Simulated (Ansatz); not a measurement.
# CH5BrHfO2: small, medium and large basis sets

Aim: see how fast density functionals converge with the basis set for CH5BrHfO2.

Method: one geometry, several basis sets; program: Ansatz 0.2.0, Gaussian basis.

Plan: PBE0-D4/def2-SVP; ωB97M-V/def2-SVP; PBE0-D4/def2-QZVPP; ωB97M-V/def2-QZVPP; the functionals' def2-TZVPP values are taken from earlier runs.

## 1. The geometry

An earlier PBE0-D4 in a triple-zeta def2 set relaxation fixed the geometry. Hf takes the def2 core potential; no spin-orbit term is included.

SMILES `[CH3][Hf]([OH])([OH])[Br]`, 10 atoms, charge 0, spin multiplicity 1.

Atoms are counted from 1 here; the program's logs count them from 0.

Bond lengths: C1–Hf2 2.211 Å, C1–H6 1.096 Å, C1–H7 1.096 Å, C1–H8 1.095 Å, Hf2–O3 1.906 Å, Hf2–O4 1.906 Å, Hf2–Br5 2.533 Å, O3–H9 0.951 Å, O4–H10 0.951 Å. Angles: Hf2–C1–H6 110.9°, Hf2–C1–H7 110.9°, Hf2–C1–H8 112.1°, H6–C1–H7 107.7°, H6–C1–H8 107.6°, H7–C1–H8 107.6°, C1–Hf2–O3 104.8°, C1–Hf2–O4 104.8°, C1–Hf2–Br5 107.3°, O3–Hf2–O4 113.8°, O3–Hf2–Br5 112.6°, O4–Hf2–Br5 112.6°, Hf2–O3–H9 167.7°, Hf2–O4–H10 167.6°.

## 2. PBE0-D4 in def2-SVP

Input file in.yaml:

```yaml
crystal:
  periodic: [false, false, false]
  atoms:
    - {symbol: C, position_ang: [-1.453696, -0.536514, -0.272016]}
    - {symbol: Hf, position_ang: [0.445577, 0.505506, 0.170532]}
    - {symbol: O, position_ang: [1.185692, -0.436863, 1.652567]}
    - {symbol: O, position_ang: [1.470922, 0.352000, -1.428687]}
    - {symbol: Br, position_ang: [-0.126951, 2.908293, 0.732893]}
    - {symbol: H, position_ang: [-2.129102, -0.499453, 0.590314]}
    - {symbol: H, position_ang: [-1.967927, -0.068000, -1.118879]}
    - {symbol: H, position_ang: [-1.295639, -1.590936, -0.523230]}
    - {symbol: H, position_ang: [1.732029, -0.878745, 2.294070]}
    - {symbol: H, position_ang: [2.139096, 0.244711, -2.097554]}
basis:
  gaussian: {orbitals: def2-SVP}
hamiltonian: {xc: pbe0, dispersion: d4}
output: {orbitals: {seedname: orbitals}}
```

On the command line:

```
$ ansatz run in.yaml --threads 2 --pin off --events-out ev --progress --plain --max-ram 22528MiB --backend cpu
```

After this run come: ωB97M-V in def2-SVP; PBE0-D4 in def2-QZVPP; ωB97M-V in def2-QZVPP.

**Question.** What will the summary of the whole plan be? Wanted: PBE0-D4: double and triple zeta above quadruple; ωB97M-V: double and triple zeta above quadruple.

As calculated:

```
                                       quantity           value
PBE0-D4: double and triple zeta above quadruple  16.94, 1.75 eV
ωB97M-V: double and triple zeta above quadruple  17.06, 1.68 eV
```

PBE0-D4 gains 15.19 eV from double to triple zeta, then 1.75 eV more. These are total energies; as a rule much of such shifts cancels in differences, which this series doesn't test. The LUMO of ωB97M-V is positive and keeps falling with the basis (1.20 to 0.44 eV): an unbound level that the basis holds in place.
